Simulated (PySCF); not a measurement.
# TcNI: doublet, from a PBE minimum start

The task is one start of a wider search on TcNI: the doublet, from a PBE minimum start. It is relaxed, tested by its Hessian and followed downhill if it is a saddle.

The runs use PySCF 2.14.0; PBE, basis Tc def2-SVP with ECP28, N def2-SVP, I def2-SVP with ECP28, scalar-relativistic core potentials, no spin–orbit coupling, density fitting.

## 1. Where the work starts

3 atoms, charge 0, spin multiplicity 2.

Bond lengths: Tc1–N2 1.599 Å, Tc1–I3 2.619 Å. Angles: N2–Tc1–I3 116.8°.

```xyz
3
charge 0 multiplicity 2
Tc    0.4998   -0.0050   -1.2506
N    -0.6300    0.0064   -2.3816
I    -0.3199    0.0032    1.2369
```

## 2. Finding the electronic state

One driver script runs all steps and calls PySCF; scf.py shows how it sets up the SCF of each step. The optimiser is the driver's own. After this first run the driver tries any further starts and a stability analysis.

scf.py reads:

```python
from pyscf import gto, scf, dft
mol = gto.M(atom='''
Tc     0.499791    -0.005043    -1.250605
N     -0.629996     0.006357    -2.381586
I     -0.319871     0.003228     1.236895''',
    basis={'Tc': 'def2-SVP', 'N': 'def2-SVP', 'I': 'def2-SVP'},
    ecp={'Tc': 'def2-SVP', 'I': 'def2-SVP'},
    charge=0, spin=1)
mf = dft.UKS(mol, xc='PBE')
mf.grids.atom_grid = (50, 194)
aux = {'Tc': 'def2-universal-JKFIT', 'N': 'def2-universal-JKFIT', 'I': 'def2-universal-JKFIT'}
mf = mf.density_fit(auxbasis=aux)
mf.conv_tol = 1e-08
mf.diis_space = 10
mf.max_cycle = 60
mf.init_guess = 'minao'
mf.verbose = 4
mf.kernel()
```

On the command line:

```sh
> OMP_NUM_THREADS=2 python axn.py task.json out
```

The log of the run:

```text
init E= -393.808314629221
[... the frontier-level lines of each cycle are left out ...]
cycle= 1 E= -430.349762568651  delta_E= -36.5  |g|= 2.64  |ddm|= 6.64
cycle= 2 E= -417.113367904931  delta_E= 13.2  |g|=    4  |ddm|= 7.45
cycle= 3 E= -423.944811409077  delta_E= -6.83  |g|=  3.4  |ddm|=  8.8
cycle= 4 E= -433.026846327647  delta_E= -9.08  |g|= 0.463  |ddm|= 6.93
cycle= 5 E= -432.55430041084  delta_E= 0.473  |g|= 1.03  |ddm|=    2
cycle= 6 E= -432.625849155955  delta_E= -0.0715  |g|= 1.08  |ddm|= 2.07
cycle= 7 E= -433.144794424052  delta_E= -0.519  |g|= 0.223  |ddm|= 0.83
cycle= 8 E= -433.159629846737  delta_E= -0.0148  |g|= 0.114  |ddm|= 0.215
cycle= 9 E= -433.165553571912  delta_E= -0.00592  |g|= 0.057  |ddm|= 0.191
cycle= 10 E= -433.167407925392  delta_E= -0.00185  |g|= 0.0116  |ddm|= 0.0706
cycle= 11 E= -433.167472592794  delta_E= -6.47e-05  |g|= 0.00267  |ddm|= 0.0161
cycle= 12 E= -433.167479224066  delta_E= -6.63e-06  |g|= 0.000765  |ddm|= 0.0052
cycle= 13 E= -433.167479628421  delta_E= -4.04e-07  |g|= 0.000181  |ddm|= 0.00138
cycle= 14 E= -433.167479663742  delta_E= -3.53e-08  |g|= 4.47e-05  |ddm|= 0.000401
cycle= 15 E= -433.167479667625  delta_E= -3.88e-09  |g|= 3.33e-05  |ddm|= 0.000198
Extra cycle  E= -433.167479664882  delta_E= 2.74e-09  |g|= 7.5e-05  |ddm|= 0.00019
converged SCF energy = -433.167479664882  <S^2> = 0.7602841  2S+1 = 2.0102578
```

This step, with its further starts and checks, needed 16 s of wall time on 2 threads of Intel Xeon 6975P-C (Granite Rapids), shared host.

Energies from each starting density:

```tsv
start	energy (Eh)
the minimal-basis guess	-433.167480
a thermally smeared density	-433.167480
a smeared PBE density	-433.167432
```

The test of internal stability and the other starts found no lower solution of this spin.

## 3. Relaxation: PBE minimum start, doublet

The program finds Cs symmetry in the start, which this walk keeps. Threshold on the gradient: 0.0003 Eh/bohr, with a further test on the energy change.

Edit scf.py of step 2 so:

```diff
@@ -3,3 +3,3 @@
-Tc     0.499791    -0.005043    -1.250605
-N     -0.629996     0.006357    -2.381586
-I     -0.319871     0.003228     1.236895''',
+Tc     0.499716    -0.005042    -1.250289
+N     -0.630071     0.006358    -2.381270
+I     -0.319946     0.003229     1.237211''',
@@ -16 +15,0 @@
-mf.init_guess = 'minao'
```

The optimiser's trace:

```tsv
step	energy (Eh)	change (kJ/mol)	largest symmetric gradient (Eh/bohr)
0	-433.167480	0.00	0.00020
```

The walk took 1.6 s.

Positions (Å) and forces (eV/Å) along the way:

```
step 0
Tc   0.500  -0.005  -1.250  -0.010   0.001   0.007
N   -0.630   0.006  -2.381  -0.006  -0.003   0.000
I   -0.320   0.003   1.237   0.016   0.002  -0.007
```

End point (Cs, 0 steps, 0.0 kJ/mol gained): Tc–I 2.619 Å, Tc–N 1.599 Å; I–Tc–N 116.8°.

## 4. Hessian and properties

The point is checked on the finer grid, and tightened if its gradient asks for it. The Hessian and the dipole derivatives come from central differences of analytic gradients, with steps of 0.02 bohr.

Edit scf.py of step 3 so:

```diff
@@ -10 +10 @@
-mf.grids.atom_grid = (50, 194)
+mf.grids.atom_grid = (75, 302)
@@ -13 +13 @@
-mf.conv_tol = 1e-08
+mf.conv_tol = 1e-10
```

The driver hands on the density of the step before, so the log starts near convergence.

Log of the central SCF (cycles and frontier levels):

```text
init E= -433.167501661644
[... the frontier-level lines of each cycle are left out ...]
cycle= 1 E= -433.16750166199  delta_E= -3.46e-10  |g|= 1.58e-05  |ddm|= 0.000107
cycle= 2 E= -433.167501658722  delta_E= 3.27e-09  |g|= 9.82e-05  |ddm|= 0.000133
cycle= 3 E= -433.167501662676  delta_E= -3.95e-09  |g|= 5.5e-06  |ddm|= 6.02e-05
cycle= 4 E= -433.167501662754  delta_E= -7.81e-11  |g|= 5.28e-06  |ddm|= 1.54e-05
Extra cycle  E= -433.167501663395  delta_E= -6.41e-10  |g|= 6.5e-06  |ddm|= 0.000129
converged SCF energy = -433.167501663395  <S^2> = 0.76029294  2S+1 = 2.0102666
```

The whole step took 44 s.

Geometry: Cs; Tc–I 2.619 Å, Tc–N 1.599 Å; I–Tc–N 116.8°.

Harmonic modes (main isotopes):

```csv
symmetry,ω (cm⁻¹),IR (km/mol),μ (u)
a',141,1.9,17.87
a',232,20.5,72.92
a',1173,89.5,15.64
```

No imaginary mode, so this is a minimum.

Properties at this point:

| Property | Result |
| --- | --- |
| Dipole moment | 3.32 D |
| Highest occupied level | -4.76 eV |
| Lowest empty level | -4.23 eV |
| Rotational constants | 0.7388, 0.03757, 0.03575 cm⁻¹ |
| Zero-point energy | 9.2 kJ/mol |
| Principal polarisabilities | 51.3, 87.8, 100.6 bohr³ |
| Atomisation energy without zero-point energy | 934 kJ/mol |
| Principal traceless quadrupole moments about the centre of mass | -7.89, -1.53, 9.42 D Å |
| Entropy at 298.15 K and 1 bar (electronic part: spin only) | 315.1 J/(mol K) |
| Heat capacity Cp at 298.15 K | 49.7 J/(mol K) |
| Enthalpy at 298.15 K above 0 K | 13.04 kJ/mol |
| Rotational symmetry number | 1 |
| Spin squared ⟨S²⟩ | 0.760 |

Populations by atom (charges in e):

| atom | Mulliken | Löwdin | polar tensor | spin (Mulliken) | Mayer order to Tc1 |
| --- | --- | --- | --- | --- | --- |
| Tc1 | 0.30 | -0.27 | 0.90 | 1.13 | – |
| N2 | -0.15 | 0.13 | -0.50 | -0.13 | 2.95 |
| I3 | -0.15 | 0.14 | -0.40 | 0.00 | 1.24 |

Outer orbital energies (eV). α occupied: -9.32, -9.11, -8.99, -7.81, -6.75, -6.45, -5.68, -5.03; empty: -4.23, -3.20, -2.18, -1.09. β occupied: -16.86, -9.22, -8.95, -8.87, -7.68, -6.68, -6.37, -4.76; empty: -4.13, -3.91, -2.85, -1.96.

Mulliken populations on Tc1 (outside its core potential): s 2.38, p 6.34, d 5.96, f 0.02.

## 5. Summary of results

| quantity | value |
| --- | --- |
| minimum | doublet, Cs |
| geometry | Tc–I 2.619 Å, Tc–N 1.599 Å; I–Tc–N 116.8° |
| wavenumbers (cm⁻¹) | 141 (a'), 232 (a'), 1173 (a') |
| dipole moment | 3.32 D |
| highest occupied, lowest empty level (either spin) | -4.76, -4.23 eV |
| polar-tensor charge of Tc1 | +0.90 e |
| zero-point energy | 9.2 kJ/mol |
| entropy at 298.15 K | 315.1 J/(mol K) |
| atomisation energy (no zero-point energy) | 934 kJ/mol |
| ⟨S²⟩ | 0.760 |

The molecule stays Cs, as typed, and the end point is a minimum. The strongest infrared band lies at 1173 cm⁻¹ (a', stretch). Most of the spin sits on Tc1 (Mulliken spin 1.13, against 1 for the whole molecule). Only this shape and spin were tried, so other structures or states may lie lower. Open d and f shells are described by one determinant, and the ground state may have another occupation or spin. With an element this heavy the missing spin–orbit coupling can shift these numbers.

The search up to here took 62 s.
